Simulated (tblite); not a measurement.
# GeH6O3Si: the cost of one run

Computed with tblite 0.8.0 and PySCF 2.14.0; each step states its level. No surroundings beyond the atoms listed, unless a continuum is named. Atoms count from 0, parts from 1.

### Step 1. Starting point

11 atoms, charge 0, multiplicity 1; geometry: distance geometry start.

### Step 2. Relaxing the cluster with GFN2-xTB

Job settings and geometry (Å):

```
{"job": {"kind": "relax", "xc": "GFN2-xTB", "basis": "xTB"}, "charge": 0, "multiplicity": 1}
Si    -0.329514     1.232938    -0.439114
Ge     1.109154     2.777014     0.533587
O     -0.538868    -0.142265     0.658554
O      0.381216     0.650137    -1.960901
O     -1.886021     1.998654    -0.757327
H      2.454959     2.657947    -0.104428
H      0.580103     4.140086     0.311018
H      1.224739     2.498985     2.021399
H      0.177842    -0.654723     1.081723
H      1.017077     1.138112    -2.499794
H     -2.452228     1.781007    -1.510700
```

Method: GFN2-xTB geometry optimisation, gas phase.

The run is started by

```sh
$ OMP_NUM_THREADS=1 python cluster_run.py task.json out
```

This one command runs all jobs of the session in turn.

Q: Estimate the wall time of this first job on 1 thread of Arm Neoverse V1, shared host.

About 1.1 s.
